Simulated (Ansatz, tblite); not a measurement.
**(BeSe)4 cube (Be₄Se₄): rung by rung**

An exercise on one series of results from a longer session: the logs are not shown, and one member is left open.

The runs use Ansatz 0.2.0, Gaussian basis; as each input shows.

The runs, in order: GFN1-xTB, GFN2-xTB, PBE-D4/def2-TZVP, r2SCAN-D4/def2-TZVP, r2SCANh-D4/def2-TZVP, HF/def2-TZVP, B2PLYP/def2-TZVP, PBE-D4/def2-SVP, PBE0-D4/def2-SVP, HF/STO-3G, MP2/def2-TZVP, RPA/def2-TZVP.

2 further runs of the same task are left out: 2 set aside as unsound or not needed. Runs told in other sessions of the task aren't counted.

## The geometry

The geometry is that of the singlet, from an earlier relaxation (PBE0-D4/def2-SVP).

8 atoms, charge 0, spin multiplicity 1.

Bond lengths: Be1–Se5 2.190 Å, Be1–Se6 2.190 Å, Be1–Se7 2.190 Å, Be2–Se5 2.190 Å, Be2–Se6 2.190 Å, Be2–Se8 2.190 Å, Be3–Se6 2.190 Å, Be3–Se7 2.190 Å, Be3–Se8 2.190 Å, Be4–Se5 2.190 Å, Be4–Se7 2.190 Å, Be4–Se8 2.190 Å. Angles: Se5–Be1–Se6 109.4°, Se5–Be1–Se7 109.4°, Se6–Be1–Se7 109.4°, Se5–Be2–Se6 109.4°, Se5–Be2–Se8 109.4°, Se6–Be2–Se8 109.4°, Se6–Be3–Se7 109.4°, Se6–Be3–Se8 109.4°, Se7–Be3–Se8 109.4°, Se5–Be4–Se7 109.4°, Se5–Be4–Se8 109.4°, Se7–Be4–Se8 109.4°, Be1–Se5–Be2 66.0°, Be1–Se5–Be4 66.0°, Be2–Se5–Be4 66.0°, Be1–Se6–Be2 66.0°, Be1–Se6–Be3 66.0°, Be2–Se6–Be3 66.0° and more.

PBE0-D4/def2-TZVP was run before; its log isn't repeated, and its numbers join the tables.

The first run:

Tight binding, by tblite at 300 K electronic temperature and without a spin-polarisation term:

```python
tblite.interface.Calculator('GFN1-xTB', numbers, positions, charge=0, uhf=0).singlepoint()
```

Tight binding, by tblite at 300 K electronic temperature and without a spin-polarisation term:

```python
tblite.interface.Calculator('GFN2-xTB', numbers, positions, charge=0, uhf=0).singlepoint()
```

start.molden holds the orbitals of an earlier run on this state, given as this run's starting guess.

File in.yaml:

```yaml
crystal:
  periodic: [false, false, false]
  atoms:
    - {symbol: Be, position_ang: [1.298836, 0.342277, 0.576082]}
    - {symbol: Be, position_ang: [-0.956837, 1.066689, 0.287599]}
    - {symbol: Be, position_ang: [-0.476776, -1.252457, 0.583168]}
    - {symbol: Be, position_ang: [0.134768, -0.156501, -1.446838]}
    - {symbol: Se, position_ang: [0.714426, 1.876702, -0.873831]}
    - {symbol: Se, position_ang: [-0.201972, 0.234495, 2.167985]}
    - {symbol: Se, position_ang: [1.433771, -1.598316, -0.430954]}
    - {symbol: Se, position_ang: [-1.946216, -0.512890, -0.863200]}
basis:
  gaussian: {orbitals: def2-TZVP, initial_orbitals: start.molden}
hamiltonian: {xc: pbe, dispersion: d4}
scf: {omitted_lower_state_checks: [starts]}
output: {forces: true, orbitals: {seedname: orbitals}}
```

Started as:

```sh
$ ansatz run in.yaml --threads 4 --pin off --events-out ev --progress --plain --max-ram 4787MiB
```

Among the steps run: PBE-D4/def2-TZVP; r2SCAN-D4/def2-TZVP; r2SCANh-D4/def2-TZVP; HF/def2-TZVP; B2PLYP/def2-TZVP; PBE-D4/def2-SVP; PBE0-D4/def2-SVP; HF/STO-3G; MP2/def2-TZVP; RPA/def2-TZVP.

One table of the session follows, with a row left open; its other results are not shown here.

It belongs to the step «Binding energy». 

| level | binding an atom (eV) |
| --- | --- |
| HF/STO-3G | 3.571 |
| HF/def2-TZVP | 2.386 |
| PBE-D4/def2-SVP | 3.553 |
| PBE-D4/def2-TZVP | 3.538 |
| r2SCAN-D4/def2-TZVP | ? |
| r2SCANh-D4/def2-TZVP | 3.497 |
| PBE0-D4/def2-SVP | 3.493 |
| PBE0-D4/def2-TZVP | 3.488 |
| B2PLYP/def2-TZVP | 3.239 |
| RPA/def2-TZVP | 2.791 |
| MP2/def2-TZVP | 3.363 |

Estimate the missing values for r2SCAN-D4/def2-TZVP.

The run gave: binding an atom (eV): 3.519. In the column «binding an atom (eV)» it lies between r2SCANh-D4/def2-TZVP (3.497) and PBE-D4/def2-TZVP (3.538).

Caveats from the session: Free atoms were run apart at each level; binding is atoms less cluster, divided by the number of atoms, without zero-point or spin-orbit terms.
